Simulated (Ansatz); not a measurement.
# C2H8O2Sn: one species, many methods

How much do the methods differ for C2H8O2Sn? The plan is to run it at one geometry with functionals of several rungs and with coupled cluster. The yardstick is the atomisation energy at the CCSD(T) limit.

Program: Ansatz 0.2.0, Gaussian basis. Level of theory: functionals in def2-TZVPP, the program's frozen cores in correlated methods. These are calculated values, not measurements.

Plan: PBE-D4, r2SCAN-D4, PBE0-D4, B3LYP-D4, ωB97X-V, ωB97M-V, B2PLYP; CCSD(T)/def2-TZVPP; MP2/def2-QZVPP; extrapolation to the limit.

## (1) The geometry

All runs share one geometry, relaxed beforehand with PBE0-D4 in a triple-zeta def2 set. Sn takes the def2 core potential; no spin-orbit term is included.

SMILES `C[O][SnH]([CH3])[OH]`, 13 atoms, charge 0, spin multiplicity 1.

Atoms are counted from 1 here; the program's logs count them from 0.

Bond lengths: C1–O2 1.403 Å, C1–H6 1.095 Å, C1–H7 1.098 Å, C1–H8 1.100 Å, O2–Sn3 1.966 Å, Sn3–C4 2.116 Å, Sn3–O5 1.962 Å, Sn3–H9 1.715 Å, C4–H10 1.090 Å, C4–H11 1.090 Å, C4–H12 1.090 Å, O5–H13 0.960 Å. Angles: O2–C1–H6 108.9°, O2–C1–H7 111.7°, O2–C1–H8 113.3°, H6–C1–H7 107.7°, H6–C1–H8 107.5°, H7–C1–H8 107.6°, C1–O2–Sn3 121.9°, O2–Sn3–C4 110.4°, O2–Sn3–O5 104.4°, O2–Sn3–H9 105.8°, C4–Sn3–O5 104.7°, C4–Sn3–H9 120.0°, O5–Sn3–H9 110.6°, Sn3–C4–H10 110.8°, Sn3–C4–H11 109.3°, Sn3–C4–H12 108.2°, H10–C4–H11 109.6°, H10–C4–H12 109.5° and more.

Geometry (Å):

```
C    -2.03622    1.09813    0.12659
O    -1.22115   -0.01425    0.38232
Sn    0.73535    0.06773    0.20306
C     1.41001   -1.37108   -1.19396
O     1.40946   -0.56368    1.93374
H    -2.94027    1.02374    0.74000
H    -2.34850    1.13924   -0.92552
H    -1.55237    2.05628    0.36668
H     1.11375    1.72476   -0.02413
H     1.28249   -1.00868   -2.21350
H     2.46257   -1.58618   -1.01044
H     0.82578   -2.28032   -1.05457
H     0.85910   -0.28569    2.66974
```

## (2) PBE-D4 (GGA)

in.yaml reads:

```yaml
crystal:
  periodic: [false, false, false]
  atoms:
    - {symbol: C, position_ang: [-2.036223, 1.098129, 0.126592]}
    - {symbol: O, position_ang: [-1.221146, -0.014245, 0.382316]}
    - {symbol: Sn, position_ang: [0.735346, 0.067733, 0.203057]}
    - {symbol: C, position_ang: [1.410010, -1.371080, -1.193961]}
    - {symbol: O, position_ang: [1.409458, -0.563677, 1.933741]}
    - {symbol: H, position_ang: [-2.940270, 1.023739, 0.739996]}
    - {symbol: H, position_ang: [-2.348500, 1.139237, -0.925520]}
    - {symbol: H, position_ang: [-1.552370, 2.056276, 0.366681]}
    - {symbol: H, position_ang: [1.113753, 1.724760, -0.024132]}
    - {symbol: H, position_ang: [1.282490, -1.008678, -2.213503]}
    - {symbol: H, position_ang: [2.462572, -1.586176, -1.010438]}
    - {symbol: H, position_ang: [0.825779, -2.280320, -1.054573]}
    - {symbol: H, position_ang: [0.859103, -0.285688, 2.669736]}
basis:
  gaussian: {orbitals: def2-TZVPP}
hamiltonian: {xc: pbe, dispersion: d4}
output: {forces: true, orbitals: {seedname: orbitals}}
```

On the command line:

```
ansatz run in.yaml --threads 2 --pin off --events-out ev --progress --plain --max-ram 32768MiB --backend cuda --devices 0, --max-vram 18GiB
```

Further steps of the session: r2SCAN-D4 (meta-GGA); PBE0-D4 (hybrid); B3LYP-D4 (hybrid); ωB97X-V (range-separated); ωB97M-V (range-separated); B2PLYP (double hybrid); CCSD(T) in def2-TZVPP; MP2 in def2-QZVPP.

Before running them: what should the planned runs give, taken together? Wanted: atomisation energy, CCSD(T)/CBS; farthest; mean size of error, hybrid; mean size of error, range-separated; gap, smallest and largest; T1 diagnostic; triples share of the correlation energy.

**Answer**, as computed:

| quantity | value |
| --- | --- |
| atomisation energy, CCSD(T)/CBS | 47.611 eV |
| functionals within 0.476 eV (1.0 %) | PBE-D4, r2SCAN-D4, ωB97X-V, ωB97M-V |
| farthest | B2PLYP (-0.942 eV) |
| mean size of error, hybrid | 0.593 eV |
| mean size of error, range-separated | 0.278 eV |
| gap, smallest and largest | 4.92 eV (PBE-D4), 11.89 eV (ωB97X-V) |
| T1 diagnostic | 0.0130 |
| triples share of the correlation energy | 3.4 % |

What this shows: PBE-D4 misses by +0.315 eV. Double hybrids carry the basis error of their MP2 part in triple zeta, and no dispersion term here, so their miss is partly the set-up's. The reference freezes the cores and leaves out spin-orbit coupling and excitations past (T), and its outer-core shells are covered unevenly, so misses under about 0.476 eV can't be ranked. All levels share the lack of spin-orbit coupling, which lowers the free heavy atoms and so the true binding. Hartree-Fock recovers 70 % of the binding; the rest is correlation. Orbital gaps span 4.9 to 11.9 eV; exact exchange widens them. Correlated methods include outer-core shells of Sn, which these sets cover unevenly.
